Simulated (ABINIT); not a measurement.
InPd:

```
CELL_PARAMETERS angstrom
3.27188 0.00000 0.00000
0.00000 3.27188 0.00000
0.00000 0.00000 3.27188
ATOMIC_POSITIONS crystal
In 0.00000 0.00000 0.00000
Pd 0.50000 0.50000 0.50000
```

The cell comes from a database or a generator and needn't be the stable form of this composition.

* Program: ABINIT 10.8.3 (patched build)
* Task: relaxation of cell and atoms
* Functional: PBEsol
* Potentials or basis: PseudoDojo NC SR PBEsol v0.4.1 standard
* Cutoff: 1116 eV
* k mesh: 6 × 6 × 6
* Occupations: fermi-dirac, width 0.05 eV
* Spin: no spin polarisation

At the start: pressure -2.4 GPa; volume 17.51 Å³/atom.

How do energy, volume and symmetry change on relaxing?

Over 4 steps the energy falls by 2.6 meV/atom and the volume is 17.18 Å³/atom (-1.9 %); space group Pm-3m (No. 221, to 0.05 Å).

Step by step:
```tsv
step	energy change (eV)	largest force (eV/Å)	pressure (GPa)	volume (Å³)
1	0.0000	0.0000	-2.45	35.03
2	-0.0032	0.0000	-1.51	34.76
3	-0.0051	0.0000	0.04	34.36
4	-0.0051	0.0000	0.00	34.37
```

Final structure:
```xyz
2
Lattice="3.2513 0.0000 0.0000 0.0000 3.2513 0.0000 0.0000 0.0000 3.2513" Properties=species:S:1:pos:R:3 pbc="T T T"
In    0.0000    0.0000    0.0000
Pd    1.6256    1.6256    1.6256
```
